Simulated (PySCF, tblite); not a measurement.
# C₈H₇ radical: geometry, infrared bands and EPR parameters

Wanted: the infrared bands and EPR parameters of C₈H₇ radical (`C#CC#C[CH]C1CC1`), by calculation.

Programs: tblite 0.8.0 and PySCF 2.14.0, with density-fitted response routines of our own. Each step states its level of theory. These are calculated values for one molecule in the gas phase, unless marked as measured. Atoms count from 0, in the outputs and in this text.

## Step 1: The molecule as given

15 atoms, charge 0, multiplicity 2; geometry from: force field or distance geometry start.

Bonds of the start (Å): C0–C1 1.23, C1–C2 1.41, C2–C3 1.21, C3–C4 1.49, C4–C5 1.51, C5–C6 1.49, C6–C7 1.50, C7–C5 1.52, C0–H8 1.07, C4–H9 1.10, C5–H10 1.09, C6–H11 1.12, C6–H12 1.10, C7–H13 1.11, C7–H14 1.11.

## Step 2: Geometry optimisation with GFN2-xTB

Job settings and geometry (Å):

```
{"job": {"kind": "relax", "xc": "GFN2-xTB", "basis": "xTB"}, "charge": 0, "multiplicity": 2}
C      4.731500     0.262400     0.560100
C      3.537700    -0.012200     0.621800
C      2.173800    -0.334500     0.726000
C      0.991800    -0.607500     0.785800
C     -0.451200    -0.954700     0.879000
C     -1.186400     0.068600     0.039500
C     -2.670000     0.041200    -0.113200
C     -1.820500    -0.497600    -1.221400
H      5.767300     0.515600     0.517200
H     -0.550700    -1.986100     0.498200
H     -0.717700     1.056300    -0.002800
H     -3.096800     1.053500    -0.319900
H     -3.322300    -0.641900     0.451000
H     -1.770200    -1.603000    -1.336400
H     -1.620800     0.142200    -2.106900
```

Started as:

```console
$ OMP_NUM_THREADS=1 python probes_run.py task.json out
```

One launch serves the whole session: the jobs run in the order shown.

The log of the run:

```text
step      E/eV     max force
  0    -556.41866    4.636
  1    -556.71255    4.408
  2    -557.03842    2.322
  3    -557.12029    3.915
  4    -557.21708    1.976
  5    -557.25367    0.564
  6    -557.27775    0.492
  7    -557.32227    0.923
  8    -557.34715    0.589
  9    -557.37658    0.404
 10    -557.40038    0.490
 11    -557.42635    0.626
 12    -557.44927    0.449
 13    -557.46732    0.338
 14    -557.47967    0.356
 15    -557.48964    0.407
 16    -557.50073    0.258
 17    -557.51299    0.309
 18    -557.52366    0.289
 19    -557.53228    0.290
 20    -557.53636    0.148
 21    -557.53865    0.133
 22    -557.54091    0.141
 23    -557.54285    0.129
 24    -557.54400    0.095
 25    -557.54465    0.076
 26    -557.54525    0.088
 27    -557.54596    0.100
 28    -557.54668    0.076
 29    -557.54736    0.074
 30    -557.54811    0.071
 31    -557.54901    0.098
 32    -557.55003    0.089
 33    -557.55125    0.119
 34    -557.55287    0.119
 35    -557.55511    0.165
 36    -557.55778    0.194
 37    -557.56033    0.147
 38    -557.56261    0.116
 39    -557.56504    0.141
 40    -557.56789    0.133
 41    -557.57036    0.102
 42    -557.57188    0.077
 43    -557.57287    0.070
 44    -557.57380    0.078
 45    -557.57502    0.109
 46    -557.57630    0.123
 47    -557.57734    0.086
 48    -557.57824    0.105
 49    -557.57925    0.112
 50    -557.58072    0.177
 51    -557.58266    0.108
 52    -557.58422    0.201
 53    -557.58518    0.087
 54    -557.58611    0.075
 55    -557.58692    0.078
 56    -557.58751    0.073
 57    -557.58816    0.063
 58    -557.58880    0.061
 59    -557.58939    0.060
 60    -557.58976    0.046
 61    -557.58996    0.036
 62    -557.59011    0.031
 63    -557.59029    0.030
 64    -557.59049    0.041
 65    -557.59069    0.049
 66    -557.59089    0.045
 67    -557.59110    0.031
 68    -557.59136    0.045
 69    -557.59168    0.074
 70    -557.59209    0.086
 71    -557.59256    0.070
 72    -557.59303    0.060
 73    -557.59342    0.055
 74    -557.59376    0.058
 75    -557.59407    0.053
 76    -557.59427    0.029
 77    -557.59438    0.021
 78    -557.59445    0.021
 79    -557.59452    0.025
 80    -557.59461    0.028
 81    -557.59477    0.041
 82    -557.59499    0.047
 83    -557.59526    0.043
 84    -557.59552    0.036
 85    -557.59575    0.033
 86    -557.59597    0.038
 87    -557.59630    0.052
 88    -557.59679    0.072
 89    -557.59740    0.078
 90    -557.59792    0.047
 91    -557.59827    0.045
 92    -557.59853    0.036
 93    -557.59879    0.043
 94    -557.59905    0.038
 95    -557.59926    0.031
 96    -557.59941    0.035
 97    -557.59951    0.024
 98    -557.59961    0.022
 99    -557.59967    0.015
100    -557.59970    0.012
101    -557.59972    0.014
102    -557.59973    0.009
```

Run time: 1.9 s. Hardware: 1 thread of AMD EPYC, shared host; peak memory 0.18 GiB.

Step by step: (not every step is listed)

```tsv
step	energy from step 0 (eV)	largest force (eV/Å)
0	0.0000	4.6359
1	-0.2939	4.4085
2	-0.6198	2.3222
3	-0.7016	3.9147
4	-0.7984	1.9763
5	-0.8350	0.5644
6	-0.8591	0.4917
7	-0.9036	0.9225
8	-0.9285	0.5886
16	-1.0821	0.2583
24	-1.1253	0.0945
32	-1.1314	0.0889
40	-1.1492	0.1329
48	-1.1596	0.1053
56	-1.1688	0.0733
64	-1.1718	0.0412
72	-1.1744	0.0605
80	-1.1759	0.0280
88	-1.1781	0.0724
96	-1.1807	0.0354
97	-1.1808	0.0242
98	-1.1809	0.0216
99	-1.1810	0.0146
100	-1.1810	0.0122
101	-1.1811	0.0138
102	-1.1811	0.0095
```

Distances of close pairs at the start and the end, largest changes first:

```tsv
bond	before (Å)	after (Å)	change (Å)
C3–C4	1.487	1.347	-0.140
C1–C2	1.405	1.339	-0.067
C4–C5	1.514	1.456	-0.058
C6–H11	1.118	1.079	-0.039
C7–H13	1.113	1.080	-0.033
C7–H14	1.111	1.079	-0.031
C5–C6	1.492	1.515	+0.024
C4–H9	1.104	1.082	-0.022
```

The next job starts from the end point, and lists it.

## Step 3: Harmonic vibrations with GFN2-xTB

Job settings and geometry (Å):

```
{"job": {"kind": "ir", "xc": "GFN2-xTB", "basis": "xTB"}, "charge": 0, "multiplicity": 2}
C      4.793590     0.255365     0.991812
C      3.625008    -0.016865     0.814921
C      2.334261    -0.310748     0.615003
C      1.147172    -0.594222     0.436199
C     -0.150795    -0.891802     0.233861
C     -1.090265     0.034960    -0.380600
C     -2.535259     0.047715     0.075500
C     -2.196762    -0.499691    -1.267376
H      5.804057     0.485623     1.146581
H     -0.520247    -1.861535     0.538712
H     -0.659372     0.988688    -0.661045
H     -3.030795     1.004397     0.138193
H     -2.820493    -0.645210     0.852843
H     -2.249356    -1.568336    -1.412404
H     -2.455157     0.073994    -2.144114
```

The log of the run:

```text
mode    cm-1     km/mol
  1      51.5      0.17
  2      72.3      0.28
  3     140.7      0.29
  4     176.9      0.16
  5     309.8      0.73
  6     312.0      0.22
  7     323.2      4.49
  8     351.8      0.25
  9     366.0      3.26
 10     421.4      0.80
 11     563.1     14.09
 12     621.2     14.61
 13     653.2     12.54
 14     771.2      1.46
 15     809.7      0.31
 16     858.1      1.20
 17     896.1      1.56
 18     900.9      0.79
 19    1009.8     56.00
 20    1057.9     36.18
 21    1058.2      3.92
 22    1090.6      0.56
 23    1153.9      0.17
 24    1165.7     15.00
 25    1210.9      0.54
 26    1246.8      0.49
 27    1341.0      1.10
 28    1433.4      0.06
 29    1463.4     12.56
 30    1476.0      5.29
 31    2119.2      3.72
 32    2157.1      1.97
 33    3042.8      2.30
 34    3052.5     40.08
 35    3087.4     18.65
 36    3088.9     29.12
 37    3092.2      6.19
 38    3111.6     65.22
 39    3403.5     12.69
```

Run time: 1.8 s. Hardware: 1 thread of AMD EPYC, shared host; peak memory 0.18 GiB.

The strongest bands and the atoms that carry them (share of the mass-weighted mode):

```tsv
cm⁻¹	km/mol	atoms
621	14.6	H8 81 %
1010	56.0	C5 26 %, C6 15 %, C7 15 %, H12 14 %
1058	36.2	H14 24 %, H13 22 %, C7 17 %, H11 14 %
1166	15.0	C4 29 %, H10 25 %, C5 15 %
3052	40.1	H10 59 %, H9 32 %
3087	18.6	H12 31 %, H11 27 %, H13 21 %, H14 16 %
3089	29.1	H13 48 %, H12 34 %
3112	65.2	H14 25 %, H11 24 %, H13 19 %, H12 19 %
```

## Step 4: g tensor and hyperfine couplings: B3LYP/pcH-1

The job, as its differences from that of step 3:

```diff
@@ -1,2 +1,2 @@
-{"job": {"kind": "ir", "xc": "GFN2-xTB", "basis": "xTB"}, "charge": 0, "multiplicity": 2}
+{"job": {"kind": "epr", "basis": "pcH-1"}, "charge": 0, "multiplicity": 2}
 C      4.793590     0.255365     0.991812
```

Level: UKS B3LYP, pcH-1 on C H, non-relativistic, mean-field spin-orbit, GIAO.

The log of the run:

```text
UKS, coarse grid
  cycle   1  E = -308.84889027  |g| = 2.97e-01
  cycle   2  E = -308.85578842  |g| = 2.81e-01
  cycle   3  E = -308.89585162  |g| = 7.56e-02
  cycle   4  E = -308.89761039  |g| = 4.91e-02
  cycle   5  E = -308.89877782  |g| = 1.62e-02
  cycle   6  E = -308.89895857  |g| = 5.06e-03
  cycle   7  E = -308.89901296  |g| = 2.27e-03
  cycle   8  E = -308.89902527  |g| = 1.68e-03
  cycle   9  E = -308.89902915  |g| = 6.83e-04
UKS, final grid
  cycle   1  E = -308.89903343  |g| = 9.09e-04
  cycle   2  E = -308.89903208  |g| = 1.97e-03
  cycle   3  E = -308.89903436  |g| = 3.06e-04
  cycle   4  E = -308.89903449  |g| = 2.31e-04
  cycle   5  E = -308.89903469  |g| = 6.35e-05
  cycle   6  E = -308.89903469  |g| = 3.51e-05
  cycle   7  E = -308.89903469  |g| = 2.22e-05
E = -308.89903469 Eh   <S^2> = 0.7786 (exact 0.7500)
g shifts (ppm)      1          2          3
  rmc          -150       -150       -150
  gc              8         36         29
  oz_so           8        654        894
  total        -135        540        773
hyperfine (MHz)  atom isotope    a_iso     a_fc   dipolar eigenvalues
    0   13C      29.24      29.24    -28.59    -16.99     45.58
    1   13C     -45.79     -45.79    -14.95     -0.66     15.61
    2   13C      42.04      42.04    -40.18    -28.14     68.32
    3   13C     -59.58     -59.58    -20.40     -2.00     22.39
    4   13C      52.22      52.22    -49.29    -48.41     97.70
    5   13C     -27.23     -27.23     -1.67      0.46      1.21
    6   13C      29.61      29.61     -5.67     -5.62     11.29
    7   13C      29.82      29.82     -5.70     -5.65     11.35
    8    1H     -26.93     -26.93    -11.99     -1.59     13.58
    9    1H     -43.90     -43.90    -22.04     -0.86     22.90
   10    1H       0.83       0.83     -2.57     -1.10      3.67
   11    1H       7.16       7.16     -3.03     -0.97      4.00
   12    1H      -3.68      -3.68     -3.76     -0.70      4.45
   13    1H      -3.71      -3.71     -3.77     -0.70      4.47
   14    1H       7.15       7.15     -3.05     -0.97      4.02
```

Wall time 2.3 min (1 thread of AMD EPYC, shared host); peak memory 1.1 GiB.

Principal g values 2.00218, 2.00286, 2.00309; g(iso) = 2.00271, against 2.00232 for a free electron.

Mean a(iso) over the nuclei that a row names, and the largest dipolar term of the row (other rows stand at the frozen geometry):

```tsv
nuclei	isotope	a(iso) (MHz)	a(iso) (G, at g = 2.0023)	largest dipolar term (MHz)
C3	13C	-59.6	-21.3	22.4
C4	13C	52.2	18.6	97.7
C1	13C	-45.8	-16.3	15.6
H9	1H	-43.9	-15.7	22.9
C2	13C	42.0	15.0	68.3
C6, C7	13C	29.7	10.6	11.4
C0	13C	29.2	10.4	45.6
C5	13C	-27.2	-9.7	-1.7
H8	1H	-26.9	-9.6	13.6
H11, H14	1H	7.2	2.6	4.0
H12, H13	1H	-3.7	-1.3	4.5
H10	1H	0.8	0.3	3.7
```

Mulliken spin populations:

C0 0.35; C1 -0.17; C2 0.46; C3 -0.25; C4 0.62; C5 -0.06; C6 0.05; C7 0.05; H8 -0.02; H9 -0.03; H10 0.00; H11 0.00; H12 0.00; H13 0.00; H14 0.00

In first order the couplings over 0.8 MHz of 1H give 72 distinct lines over 33.3 G, if the averaged nuclei exchange fast.

Orbitals, density, ELF and potential are computed afterwards from the orbital file.

ELF in a plane through or near 9 of the atoms.

Ten even steps from ' ' (0.00) to '@' (1.00):
```
                                                        
                                                        
                                                        
                            ..                          
                          ::%%##                        
                    ::..  **@@@@..                      
          ..::..  ..====..**@@@@                        
          --====::==####++++@@##                        
        ::++##**++**%%##====--==    ....                
      ++##**##**++**--==::**::##::--**--..              
    ::@@@@++::::..##::%%==++%%::++**@@++..              
    ==@@@@**--##==####%%**..==++==**##==..              
    --@@@@%%**%%++==****--  %%%%==::--..                
      **%%++****==..::--  ::@@@@==                      
        ..::==--..        --@@@@--                      
            ..            ..@@%%                        
                            ....                        
                                                        
                                                        
                                                        
```
The map spans 17.1 Å across and 8.7 Å up, centred on the molecule. Atoms in the plane (x, y in Å): C0 (-4.9, -0.2), C1 (-3.7, 0.0), C2 (-2.4, 0.2), C3 (-1.2, 0.5), C4 (0.1, 0.7), C5 (1.1, -0.4), H8 (-5.9, -0.4), H9 (0.5, 1.7), H10 (0.7, -1.4).

log10 of the density (e/Å³) in the same plane.

Ten even steps from '0' (-4.0) to '9' (1.3):
```
0000000000000000000000000000
0000000000000000000000000000
0000000000000011000000000000
0000000000001222100000000000
0000000011222344210000000000
0000122223444565422100000000
0001233444555676433320000000
0002345555666786444420000000
0013456667777896555431000000
0024567778889887676542000000
0035779898887778777642000000
0035789877776679777642000000
0035677766655578766541000000
0024566554444577655431000000
0012344443333466544320000000
0001223322111344322210000000
0000011110000123211000000000
0000000000000011100000000000
0000000000000000000000000000
0000000000000000000000000000
```
The map spans 17.1 Å across and 8.7 Å up, centred on the molecule. Atoms in the plane (x, y in Å): C0 (-4.9, -0.2), C1 (-3.7, 0.0), C2 (-2.4, 0.2), C3 (-1.2, 0.5), C4 (0.1, 0.7), C5 (1.1, -0.4), H8 (-5.9, -0.4), H9 (0.5, 1.7), H10 (0.7, -1.4).

On the surface of density 0.002 e/bohr³ the electrostatic potential runs, from the 1st to the 99th percentile, from -0.74 V near C1 to 1.44 V near H8.

The spin density lies nearest to C2, C4 about 26 % each; C0 16 %; C3 10 % (beta excess); C1 7 % (beta excess).

## Step 5: What came out

| quantity | value |
| --- | --- |
| strongest single infrared mode (GFN2-xTB) | 3112 cm⁻¹, 65 km/mol |
| zero-point energy (GFN2-xTB) | 70.7 kcal/mol |
| g(iso) (B3LYP) | 2.00271 |
| ⟨S²⟩ | 0.779 (exact 0.75) |
| largest a(iso) (averaged by class) | 13C on C3, -59.6 MHz |
| surface potential, 1st and 99th percentile | -0.74 V and 1.44 V |

**Reading.** The optimisation took 102 steps and gained 1.181 eV; among the close pairs (by a distance rule), C3–C4 changed most, from 1.487 to 1.347 Å. All 39 modes are real, so the xTB geometry is a minimum. The strongest single mode, at 3112 cm⁻¹, is spread over several atoms, H14, H11, H13, H12 among them. GFN2-xTB is a fitted tight-binding method: band positions and strengths are rough. Its intensities can rank the bands wrongly. The largest spin populations lie on C4 (0.62 e), C2 (0.46 e). The isotropic g lies 0.4 ppt above the free-electron value.
